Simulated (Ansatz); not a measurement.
A nudged elastic band was laid between two geometries of a periodic cell of 31 atoms, Al30Ga (host Al, host structure fcc, dopant Ga, one Al atom removed).

Computed with DFT PBE, scalar-relativistic, plane waves, PAW in Ansatz 0.2.0. Settings: PAW set soft_1, cutoff 420 eV, k mesh 2x2x2, gaussian smearing 0.1 eV, no spin polarisation.

* movable images: 3
* climbing image: yes
* spring: 0.1 eV/Å²
* optimiser: fire
* start path: default
* force threshold: 0.05 eV/Å
* iteration limit: 50
* end points: relaxed

Initial state:

```xyz
31
Lattice="8.1000 0.0000 0.0000 0.0000 8.1000 0.0000 0.0000 0.0000 8.1000" Properties=species:S:1:pos:R:3
Al 4.063 -0.004 -0.014
Al 6.086 2.030 -0.017
Al 6.087 -0.004 2.003
Al -0.004 -0.002 -0.003
Al 2.009 2.041 -0.007
Al 4.036 4.048 -0.022
Al 6.087 6.062 -0.013
Ga 2.064 0.001 2.067
Al 4.069 2.046 1.998
Al 6.093 4.046 1.997
Al 6.063 2.022 4.038
Al 6.069 -0.006 6.066
Al -0.003 4.045 -0.003
Al 2.007 6.051 -0.005
Al -0.012 2.045 2.016
Al 2.000 4.045 2.004
Al 4.064 6.049 1.998
Al -0.015 -0.001 4.060
Al 1.995 2.052 4.068
Al 4.034 4.051 4.035
Al 6.068 6.071 4.035
Al 2.004 -0.005 6.089
Al 4.029 2.023 6.063
Al 6.072 4.045 6.077
Al -0.009 6.050 2.013
Al -0.024 4.049 4.036
Al 1.990 6.050 4.070
Al -0.015 2.025 6.089
Al 1.992 4.048 6.097
Al 4.027 6.074 6.067
Al -0.014 6.066 6.094
```

Final state:

```xyz
31
Lattice="8.1000 0.0000 0.0000 0.0000 8.1000 0.0000 0.0000 0.0000 8.1000" Properties=species:S:1:pos:R:3
Al 4.058 0.000 -0.008
Al 6.076 2.030 -0.012
Al 6.082 0.000 2.012
Al -0.002 0.000 -0.002
Al 2.032 2.022 0.001
Al 4.064 4.050 -0.017
Al 6.076 6.070 -0.012
Ga 4.028 0.000 4.028
Al 4.061 2.038 2.012
Al 6.078 4.050 2.031
Al 6.079 2.045 4.057
Al 6.082 0.000 6.082
Al -0.007 4.050 -0.007
Al 2.032 6.078 0.001
Al 0.001 2.022 2.032
Al 2.029 4.050 2.029
Al 4.061 6.062 2.012
Al -0.008 0.000 4.058
Al 2.012 2.038 4.061
Al 4.064 4.050 4.064
Al 6.079 6.055 4.057
Al 2.012 0.000 6.082
Al 4.057 2.045 6.079
Al 6.069 4.050 6.069
Al 0.001 6.078 2.032
Al -0.017 4.050 4.064
Al 2.012 6.062 4.061
Al -0.012 2.030 6.076
Al 2.031 4.050 6.078
Al 4.057 6.055 6.079
Al -0.012 6.070 6.076
```

Which bonds break or form, and what moves?

The atom that moves furthest is Ga8, by 2.78 Å; four of its nearest neighbours are Al9 2.86, Al19 2.87, Al17 2.87, Al27 2.87 Å at the first end and Al17 2.87, Al27 2.87, Al9 2.87, Al19 2.87 Å at the last.

What energy profile does the band end with?

The forces met the threshold. The highest image is number 2 of 0 to 4, 0.246 eV above the ends, which have the same energy within 2 meV. The order of the stationary point at the top wasn't checked. Limits of this set-up: coarse k mesh, a small cell, in which the defect meets its images.

| image | path coordinate (Å) | energy (eV) |
| --- | --- | --- |
| 0 | 0.00 | 0.000 |
| 1 | 0.71 | 0.136 |
| 2 | 1.39 | 0.246 |
| 3 | 2.11 | 0.125 |
| 4 | 2.83 | 0.002 |

What is the geometry of the highest image?


```xyz
31
Lattice="8.1000 0.0000 0.0000 0.0000 8.1000 0.0000 0.0000 0.0000 8.1000" Properties=species:S:1:pos:R:3
Al 4.027 -0.001 0.008
Al 6.082 2.059 -0.013
Al 6.060 -0.001 2.043
Al 0.009 -0.001 0.011
Al 1.992 2.047 0.008
Al 4.066 4.049 -0.054
Al 6.082 6.038 -0.013
Ga 3.034 -0.001 3.037
Al 4.108 2.180 1.962
Al 6.123 4.049 2.002
Al 6.060 2.047 4.076
Al 6.058 -0.002 6.059
Al -0.006 4.049 -0.004
Al 1.992 6.050 0.009
Al 0.007 2.048 1.994
Al 2.018 4.049 2.019
Al 4.107 5.917 1.962
Al 0.007 -0.001 4.028
Al 1.960 2.181 4.109
Al 4.049 4.049 4.051
Al 6.060 6.050 4.076
Al 2.042 -0.001 6.061
Al 4.075 2.047 6.061
Al 6.073 4.049 6.074
Al 0.007 6.049 1.994
Al -0.056 4.049 4.068
Al 1.960 5.917 4.109
Al -0.014 2.059 6.083
Al 2.001 4.049 6.124
Al 4.075 6.050 6.061
Al -0.014 6.038 6.083
```

Time of the run: 9.8 min on 2 threads of Arm Neoverse V1 (shared host), peak memory 1.6 GiB.
